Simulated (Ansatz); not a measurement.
This was printed by a script on Ansatz's Python interface, for a comparison of functionals at one structure of Li3YSb2, space group P-3m1. What did the script look like? Use (first run): LDA, PAW, the default cutoff (420 eV here), 7×7×4 k-points, Gaussian smearing of 0.05 eV. The script varies functional: lda, pbesol, blyp.

Contents of `li3ysb2.cif`:
```cif
data_Li3YSb2
_cell_length_a 4.531484
_cell_length_b 4.531484
_cell_length_c 7.187389
_cell_angle_alpha 90.00000
_cell_angle_beta 90.00000
_cell_angle_gamma 120.00000
_symmetry_space_group_name_H-M 'P 1'
_symmetry_Int_Tables_number 1
loop_
_symmetry_equiv_pos_as_xyz
'x, y, z'
loop_
_atom_site_label
_atom_site_type_symbol
_atom_site_fract_x
_atom_site_fract_y
_atom_site_fract_z
Li1 Li    0.333333    0.666667    0.651011
Li2 Li    0.666667    0.333333    0.348989
Li3 Li    0.000000    0.000000    0.500000
Y4 Y    0.000000    0.000000    0.000000
Sb5 Sb    0.333333    0.666667    0.249253
Sb6 Sb    0.666667    0.333333    0.750747
```

```console
$ python xc_li3ysb2.py
functional,F/atom (eV),iterations,k-points
lda,-2837.90868,6,28
pbesol,-2870.89562,6,28
blyp,-2913.96955,7,28
```

The script that was run (others could print the same):

`xc_li3ysb2.py`:
```python
"""One structure of Li3YSb2 under several functionals."""

import csv
import logging
import sys
import warnings

import ansatz as az
from ase.io import read

logging.basicConfig(stream=sys.stdout, format="[%(levelname)s] %(message)s")
logger = logging.getLogger("ansatz_job")
logger.setLevel(logging.INFO)

warnings.simplefilter("ignore", az.DeckWarning)

atoms = read("li3ysb2.cif")
li3ysb2 = az.Crystal.from_ase(atoms)

calc = li3ysb2.calculation().kpoints(7, 7, 4).occupations("gaussian", width=0.05)

rows = []
for value in ["lda", "pbesol", "blyp"]:
    report = calc.functional(value).run(threads=1).report
    rows.append((value, report["free_energy_ev"] / len(report["lattice"]["sites"]), report["n_iterations"], report["n_kpoints"]))

with open("xc.csv", "w", newline="") as handle:
    writer = csv.writer(handle)
    writer.writerow(["functional", "F/atom (eV)", "iterations", "k-points"])
    writer.writerows([round(v, 5) if isinstance(v, float) else v for v in row] for row in rows)
print(open("xc.csv").read())
```

Caveats:
- BLYP can be off by several per cent in the lattices of metals, and by several GPa in the pressure at a fixed cell.
- For a metal this k-point mesh is coarse: on a finer one energies can move by several to tens of meV an atom and pressures by half a GPa or more, differences at one mesh by less.
- This cell is a computed structure, which may not be the phase found in nature.
- Total energies of different functionals can't be compared; pressures, moments and gaps at this one structure can.
- Timing: 13 s on 1 thread of Arm Neoverse V2 (shared host), peak memory 0.54 GiB.
